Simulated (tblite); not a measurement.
# C2H12GeSSi2: the cost of one run

Programs: tblite 0.8.0 and PySCF 2.14.0, with density-fitted response routines of our own. Each step states its level of theory. These are calculated values for one molecule in the gas phase, unless marked as measured. Atoms are numbered from 0 throughout.

**1. The starting structure**

18 atoms, charge 0, multiplicity 1; geometry from: force field or distance geometry start.

Bonds of the start (Å): C0–Si1 1.86, Si1–C2 1.86, Si1–S3 2.15, S3–Ge4 2.23, Ge4–Si5 2.31, C0–H6 1.10, C0–H7 1.11, C0–H8 1.11, Si1–H9 1.48, C2–H10 1.11, C2–H11 1.12, C2–H12 1.11, Ge4–H13 1.54, Ge4–H14 1.56, Si5–H15 1.48, Si5–H16 1.47, Si5–H17 1.47.

**2. Relaxing the molecule with GFN2-xTB**

What the job is given:

```
{"job": {"kind": "relax", "xc": "GFN2-xTB", "basis": "xTB"}, "charge": 0, "multiplicity": 1}
C     -2.146300    -1.603800    -0.821500
Si    -1.010200    -0.263400    -0.211100
C     -2.011000     1.165600     0.427400
S      0.248500     0.389600    -1.830100
Ge     1.796600     1.219900    -0.456900
Si     3.107500    -0.491500     0.365500
H     -1.557500    -2.455700    -1.196200
H     -2.771700    -1.193200    -1.641000
H     -2.805500    -1.940700     0.009600
H     -0.201400    -0.817000     0.901500
H     -2.688200     0.820600     1.239500
H     -2.638600     1.571800    -0.403900
H     -1.353600     1.964700     0.817900
H      1.152100     2.000400     0.704000
H      2.696600     2.199700    -1.267400
H      4.160900     0.075400     1.239300
H      3.730600    -1.214100    -0.748000
H      2.282200    -1.422100     1.153300
```

Command:

```sh
$ OMP_NUM_THREADS=1 python probes_run.py task.json out
```

One launch serves the whole session: the jobs run in the order shown.

**Question.** How long does this first job take on 1 thread of Arm Neoverse N1, shared host, and how much memory does it need?

About 2.8 s, with a peak of 0.18 GiB.
